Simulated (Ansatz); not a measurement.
# CH5BClNO (SMILES NB(Cl)CO): revPBE/6-31G(d) (spherical functions)

Aim: the vertical singlet–triplet gap of CH5BClNO at revPBE/6-31G* (spherical functions), from 2 runs. 

The results are computed with Ansatz 0.2.0.

141 further runs of the same task are left out: 141 set aside as unsound or not needed.

## 1. The system as given

CH5BClNO has 10 atoms, charge 0, and is taken as a singlet. SMILES: `NB(Cl)CO`. Geometry: relaxed at PBE0-D4/def2-TZVP. This is a higher conformer, about 10 kJ/mol above the lowest found by a separate search.

Bond lengths: N1–B2 1.386 Å, B2–Cl3 1.784 Å, B2–C4 1.577 Å, C4–O5 1.413 Å, N1–H6 1.005 Å, N1–H7 1.006 Å, C4–H8 1.096 Å, C4–H9 1.105 Å, O5–H10 0.962 Å. Some angles: N1–B2–Cl3 118.3°, N1–B2–C4 123.5°, Cl3–B2–C4 118.2°, B2–C4–O5 116.0°, B2–N1–H6 123.2°, B2–N1–H7 122.4°, B2–C4–H8 109.8°, B2–C4–H9 107.4°, O5–C4–H8 107.3°, O5–C4–H9 110.4°.

## 2. The energy at revPBE/6-31G(d) (spherical functions)

input.yaml

```yaml
crystal:
  periodic: [false, false, false]
  atoms:
    - {symbol: "N", position_ang: [-1.481300, 0.770100, 0.263800]}
    - {symbol: B, position_ang: [-0.131200, 0.458300, 0.272600]}
    - {symbol: Cl, position_ang: [0.978400, 1.531400, 1.166200]}
    - {symbol: C, position_ang: [0.484800, -0.764800, -0.509200]}
    - {symbol: O, position_ang: [1.724500, -1.243900, -0.030200]}
    - {symbol: H, position_ang: [-1.860400, 1.585400, 0.713900]}
    - {symbol: H, position_ang: [-2.164100, 0.196600, -0.201200]}
    - {symbol: H, position_ang: [-0.217400, -1.606600, -0.495200]}
    - {symbol: H, position_ang: [0.570000, -0.469000, -1.570200]}
    - {symbol: H, position_ang: [2.179800, -0.508700, 0.392200]}
basis:
  gaussian: {orbitals: 6-31G_st_-spherical.json}
hamiltonian: {xc: {name: revPBE}}
accuracy: high
output: {orbitals: {seedname: orbitals}}
```

The basis set 6-31G* is read from a file made from the Basis Set Exchange's data (not shown).

Launch:

```sh
$ ansatz run input.yaml --threads 1 --pin off --max-ram 3480MiB --events-out events.jsonl --progress --plain --runs-dir runs
```

The program printed:

```text
Warning: RAYON_NUM_THREADS=1 ignored (pool sized by the plan → 1); use --threads N
Functional definition: revPBE
  name "revPBE"
  parameter kappa = 1.245
  parameter beta = 0.06672455060314922
  exchange = pbe_x(kappa = kappa, mu = beta*pi^2/3)
  correlation = pbe_c(beta = beta)
1985 factors; integrals over basis functions are off by at most 4.5e-9 eV
mean field evaluation 1: about -17841.8182 eV, gradient 7.0e1 eV
mean field evaluation 2: about -17820.3726 eV, gradient 1.2e2 eV
mean field evaluation 4: about -17851.6707 eV, gradient 6.2e0 eV
mean field evaluation 8: about -17851.7494 eV, gradient 4.0e-1 eV
mean field evaluation 16: about -17851.7498 eV, gradient 1.7e-5 eV
mean field -17851.74977178 eV, -656.0397037623 hartree, gradient 5.4e-8 eV, S^2 0.000000; 0 other end points of the search recorded, 0 dependent functions left out
reference -17851.74977500 eV, -656.0397038806 hartree; 24, 24 occupied and 60, 60 virtual orbitals, 1985 factors
Total energy: -17851.74977500 eV, -656.0397038806 hartree
```

Run time: 6 s. Hardware: 1 thread of Arm Neoverse V2, shared host; peak memory 0.23 GiB.

## 3. The triplet, same level

job.yaml

```yaml
crystal:
  periodic: [false, false, false]
  atoms:
    - {symbol: N, position_ang: [-1.481300, 0.770100, 0.263800]}
    - {symbol: B, position_ang: [-0.131200, 0.458300, 0.272600]}
    - {symbol: Cl, position_ang: [0.978400, 1.531400, 1.166200]}
    - {symbol: C, position_ang: [0.484800, -0.764800, -0.509200]}
    - {symbol: O, position_ang: [1.724500, -1.243900, -0.030200]}
    - {symbol: H, position_ang: [-1.860400, 1.585400, 0.713900]}
    - {symbol: H, position_ang: [-2.164100, 0.196600, -0.201200]}
    - {symbol: H, position_ang: [-0.217400, -1.606600, -0.495200]}
    - {symbol: H, position_ang: [0.570000, -0.469000, -1.570200]}
    - {symbol: H, position_ang: [2.179800, -0.508700, 0.392200]}
basis:
  gaussian: {orbitals: 6-31G_st_-spherical.json}
magnetization: {spin_polarized: true, initial_magnetization: 2}
hamiltonian: {xc: {name: revPBE}}
accuracy: high
output: {orbitals: {seedname: orbitals}}
```

The basis set 6-31G* is read from a file made from the Basis Set Exchange's data (not shown).

Launch:

```sh
$ ansatz run job.yaml --threads 1 --pin off --max-ram 3480MiB --events-out events.jsonl --progress --plain --runs-dir runs
```

The program printed, shortened:

```text
Warning: RAYON_NUM_THREADS=1 ignored (pool sized by the plan → 1); use --threads N
[... 6 set-up lines as earlier in the session ...]
1986 factors; integrals over basis functions are off by at most 4.5e-9 eV
mean field evaluation 1: about -17829.0755 eV, gradient 5.7e1 eV
mean field evaluation 2: about -17770.0891 eV, gradient 1.2e2 eV
mean field evaluation 4: about -17844.2140 eV, gradient 2.1e1 eV
mean field evaluation 8: about -17846.1062 eV, gradient 1.8e0 eV
mean field evaluation 16: about -17846.1151 eV, gradient 1.5e-4 eV
mean field evaluation 32: about -17841.7133 eV, gradient 1.6e1 eV
mean field evaluation 64: about -17845.9947 eV, gradient 2.3e0 eV
mean field -17846.11514516 eV, -655.8326350533 hartree, gradient 2.3e-8 eV, S^2 2.003942; 6 other end points of the search recorded, 0 dependent functions left out
reference -17846.11514851 eV, -655.8326351766 hartree; 25, 23 occupied and 59, 61 virtual orbitals, 1986 factors
Total energy: -17846.11514851 eV, -655.8326351766 hartree
```

Wall time 20 s (1 thread of Arm Neoverse V2, shared host); peak memory 0.3 GiB.

## 4. What came out

Level: revPBE/6-31G* (spherical functions).

| quantity | value |
| --- | --- |
| singlet: total energy | -656.03970 Eh |
| singlet: HOMO energy | -5.33 eV |
| singlet: LUMO energy | -0.25 eV |
| singlet: HOMO–LUMO gap | 5.08 eV |
| triplet: total energy | -655.83264 Eh |
| triplet: HOMO energy (highest over α and β) | -0.34 eV |
| triplet: ⟨S²⟩ | 2.004 |
| vertical energy of the triplet above the singlet | 5.635 eV |

At this shape the triplet lies 5.63 eV (544 kJ/mol) above the singlet.
